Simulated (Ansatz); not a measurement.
# C₂H₂OSe (SMILES OC#C[SeH]): functionals against CCSD(T) at one geometry

A test off equilibrium: a structure displaced at random from a GFN2-xTB minimum is computed at several levels, and each is set against CCSD(T).

Method: single points in def2-TZVPP; program: Ansatz 0.2.0, Gaussian basis.

Correlated methods freeze the cores. Filled d shells of the heavier atoms are correlated.

**1. Where the work starts**

SMILES `OC#C[SeH]`, 6 atoms, charge 0, spin multiplicity 1.

Atoms are counted from 1 here; the program's logs count them from 0.

Bond lengths: O1–C2 1.316 Å, O1–H5 0.954 Å, C2–C3 1.192 Å, C3–Se4 1.848 Å, Se4–H6 1.420 Å. Angles: C2–O1–H5 111.3°, O1–C2–C3 170.9°, C2–C3–Se4 162.2°, C3–Se4–H6 94.9°.

Geometry (Å):

```xyz
6
charge 0, multiplicity 1
O     1.9895   -0.5404   -0.2878
C     0.6950   -0.3443   -0.1588
C    -0.4401    0.0131   -0.0890
Se   -2.2842    0.0030    0.0239
H     2.4210   -0.5731    0.5624
H    -2.4164    1.4158   -0.0309
```

**2. CCSD(T)/def2-TZVPP**

The input, run/in.yaml:

```yaml
crystal:
  periodic: [false, false, false]
  atoms:
    - {symbol: O, position_ang: [1.989500, -0.540400, -0.287800]}
    - {symbol: C, position_ang: [0.695000, -0.344300, -0.158800]}
    - {symbol: C, position_ang: [-0.440100, 0.013100, -0.089000]}
    - {symbol: Se, position_ang: [-2.284200, 0.003000, 0.023900]}
    - {symbol: H, position_ang: [2.421000, -0.573100, 0.562400]}
    - {symbol: H, position_ang: [-2.416400, 1.415800, -0.030900]}
basis:
  gaussian: {orbitals: def2-TZVPP}
correlation: {method: ccsd_t}
output: {forces: true}
```

The command line of these runs was not kept.

**3. PBE0-D4/def2-TZVPP**

run/in.yaml, as its differences from that of step 2:

```diff
@@ -11,3 +11,3 @@
   gaussian: {orbitals: def2-TZVPP}
-correlation: {method: ccsd_t}
-output: {forces: true}
+hamiltonian: {xc: pbe0, dispersion: d4}
+output: {forces: true, orbitals: {seedname: orbitals}}
```

**4. wB97M-V/def2-TZVPP**

run/in.yaml, as its differences from that of step 3:

```diff
@@ -11,3 +11,3 @@
   gaussian: {orbitals: def2-TZVPP}
-hamiltonian: {xc: pbe0, dispersion: d4}
-output: {forces: true, orbitals: {seedname: orbitals}}
+hamiltonian: {xc: {name: wB97M-V}}
+output: {forces: true}
```

**5. r2SCAN-D4/def2-TZVPP**

run/in.yaml, as its differences from that of step 4:

```diff
@@ -11,3 +11,3 @@
   gaussian: {orbitals: def2-TZVPP}
-hamiltonian: {xc: {name: wB97M-V}}
+hamiltonian: {xc: r2scan, dispersion: d4}
 output: {forces: true}
```

**6. PBE-D4/def2-TZVPP**

run/in.yaml, as its differences from that of step 5:

```diff
@@ -11,3 +11,3 @@
   gaussian: {orbitals: def2-TZVPP}
-hamiltonian: {xc: r2scan, dispersion: d4}
+hamiltonian: {xc: pbe, dispersion: d4}
 output: {forces: true}
```

**7. CAM-B3LYP-D4/def2-TZVPP**

run/in.yaml, as its differences from that of step 6:

```diff
@@ -11,3 +11,3 @@
   gaussian: {orbitals: def2-TZVPP}
-hamiltonian: {xc: pbe, dispersion: d4}
+hamiltonian: {xc: {name: CAM-B3LYP}, dispersion: d4}
 output: {forces: true}
```

**8. HSE06-D4/def2-TZVPP**

run/in.yaml, as its differences from that of step 7:

```diff
@@ -11,3 +11,3 @@
   gaussian: {orbitals: def2-TZVPP}
-hamiltonian: {xc: {name: CAM-B3LYP}, dispersion: d4}
+hamiltonian: {xc: hse06, dispersion: d4}
 output: {forces: true}
```

(Steps that only read results are left out.)

Before running it: what results should come out? Wanted: energy less free atoms, CCSD(T)/def2-TZVPP; RMS force component; RMS force error; HOMO and LUMO, PBE0-D4; T1 diagnostic.

As calculated:

| quantity | value |
| --- | --- |
| energy less free atoms, CCSD(T)/def2-TZVPP | -2175.1 kJ/mol |
| RMS force component | 0.680 to 1.231 eV/Å over the methods |
| RMS force error | PBE0-D4 0.291, wB97M-V 0.396, r2SCAN-D4 0.214, PBE-D4 0.305, CAM-B3LYP-D4 0.489, HSE06-D4 0.283 eV/Å |
| HOMO and LUMO, PBE0-D4 | -6.52 and 0.02 eV |
| T1 diagnostic | 0.012 |

In words: Against CCSD(T) the functionals' energies less atoms differ by -191.0 to -72.5 kJ/mol, PBE-D4 by -191.0 kJ/mol. CCSD(T) in triple zeta still lacks some correlation energy of the bonds, so part of these gaps is its own basis error and they don't rank the functionals. For forces r2SCAN-D4 does best and CAM-B3LYP-D4 worst. Frozen-core CCSD(T) forces in triple zeta carry basis errors of their own, and this is one geometry, so small gaps rank nothing.
